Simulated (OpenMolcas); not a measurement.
**V³⁺ among point charges: CASSCF and CASPT2 levels and susceptibility**

How does a field of 6 point charges split the states of V³⁺, and what χT follows?

Method: state-averaged CASSCF and CASPT2, spin-orbit coupling by RASSI with atomic mean-field integrals. Code: OpenMolcas 26.06.

## 1. The atom as given

```
Species                           : V³⁺ (vanadium, Z = 23, 20 electrons)
Basis                             : ANO-RCC-VDZP [5s4p2d1f], 34 functions
Scalar Hamiltonian                : DKH2, point nucleus
Inactive shells                   : 1s 2s 2p 3s 3p
Active space                      : 2 electrons in 5 orbitals (3d)
Some configurations of this space : 3d2
Orbitals                          : optimised for each spin and parity, averaged over all roots
```

Outer shells as boxes (Hund's rule):

3d2
```
3d [↑ ][↑ ][  ][  ][  ]
```

The ion sits among 6 point charges of -1.1 e arranged as an octahedron (Oh), 1.85 Å from the ion.

Each step is its own input file, run in one work folder so that later steps find the files of earlier ones. Labels, J, g values, rates, χT and fits are worked out afterwards by a script from the matrices that RASSI stores. The input lists half of the charges; inversion (Group=XYZ) makes the rest.

## 2. Basis and integrals

Input file a.inp:

```
&GATEWAY
Coord
1

V 0.0 0.0 0.0
Basis=ANO-RCC-VDZP
Group=XYZ
NoMove
AngMom=0.0 0.0 0.0
AMFI
XField
3 Angstrom 0
1.850000 0.000000 0.000000 -1.100000
0.000000 1.850000 0.000000 -1.100000
0.000000 0.000000 1.850000 -1.100000
&SEWARD
```

Started as:

```bash
> OMP_NUM_THREADS=1 MOLCAS_MEM=1689 MOLCAS_PROJECT=a pymolcas a.inp > a.log
```

## 3. CASSCF: triplets of even parity, 10 roots

Input file a.inp:

```
&RASSCF
FileOrb=start.orb
Symmetry=1
Spin=3
nActEl=2 0 0
Inactive=3 6
Ras2=5 0
CIRoot=10 10 1
SDav=10
CIMx=300
Iter=120 100
PrWF=0.3
OrbListing=Nothing
MaxOrb=0
>>> COPY $Project.JobIph JOB001
```

start.orb holds the contracted functions of the basis, ordered by shell, or the orbitals of the step before.

## 4. Reference wave functions, singlets of even parity, 15 roots

Input file a.inp:

```
&RASSCF
FileOrb=start.orb
Symmetry=1
Spin=1
nActEl=2 0 0
Inactive=3 6
Ras2=5 0
CIRoot=15 15 1
SDav=15
CIMx=300
Iter=120 100
PrWF=0.3
OrbListing=Nothing
MaxOrb=0
>>> COPY $Project.JobIph JOB002
```

## 5. State interaction with spin-orbit coupling

Input file a.inp:

```
&RASSI
NrOfJobIphs=2 10 15
1 2 3 4 5 6 7 8 9 10
1 2 3 4 5 6 7 8 9 10 11 12 13 14 15
IphNames
JOB001
JOB002
EJob
SpinOrbit
DIPRint=1.0
SOCoupling=1000.0
Subsets=2
Property=9
'ANGMOM' 1 'ANGMOM' 2 'ANGMOM' 3 'MLTPL  1' 1 'MLTPL  1' 2 'MLTPL  1' 3
'AMFI' 1 'AMFI' 2 'AMFI' 3
SOProperty=3
'ANGMOM' 1 'ANGMOM' 2 'ANGMOM' 3
```

## 6. CASPT2: IPEA 0.25, imaginary shift 0.1 (closed shells correlated: 3s 3p)

Input file a.inp:

```
>>> COPY JOB001 $Project.JobIph
&CASPT2
Multistate=10 1 2 3 4 5 6 7 8 9 10
NoMult
Frozen=2 3
IPEA=0.25
Imaginary=0.1
MaxIter=60
WThr=0.0 0.3 0.05
PrWF=0.5
NoMix
>>> COPY JOB002 $Project.JobIph
&CASPT2
Multistate=15 1 2 3 4 5 6 7 8 9 10 11 12 13 14 15
NoMult
Frozen=2 3
IPEA=0.25
Imaginary=0.1
MaxIter=60
WThr=0.0 0.3 0.05
PrWF=0.5
NoMix
```

(Steps that only read results are left out.)

Before running it: what results should come out? Wanted: spin-free ground state; first state of the same spin within the active space; lowest level; next level.

**Answer**, as computed:

| quantity | value |
| --- | --- |
| method | SS-CASPT2, IPEA 0.25, imaginary shift 0.1 (closed shells correlated: 3s 3p) |
| spin-free ground state | 3T1, 3-fold in its orbital part |
| first state of the same spin within the active space | 3T2 at 4150 cm⁻¹ |
| lowest level | 2-fold E, g = 0.00, 0.00, 0.00 |
| next level | 21.2 cm⁻¹ |
| χT at 300 K | 0.87 cm³ K/mol |
| effective moment at 300 K | 2.64 μB |

Cost by method:

```
                                              method  time of its own steps  time with the reference
                                           A. CASSCF                  7.9 s                    7.9 s
B. SS-CASPT2, IPEA 0.25, imaginary shift 0.1, +3s 3p                  3.1 s                     11 s
```

Times are of one thread on a shared host.

In words: The spin-free ground state (3T1) comes to 99 % from free-ion F terms and keeps the highest spin of the shell. χT at 300 K is 0.87, against 1.00 cm³ K/mol for the spin alone, so spin-orbit coupling lowers it. A ligand-field fit to the states below 45000 cm-1 gives 10Dq = 5582 cm-1, B = 926 cm-1 and C = 3679 cm-1 (C/B = 3.97), with a deviation of 425 cm-1. CASPT2 does not keep the components of a term degenerate, and the means are used. The field of point charges can differ much from that of real complexes. This is an electrostatic model: the charges have no orbitals.
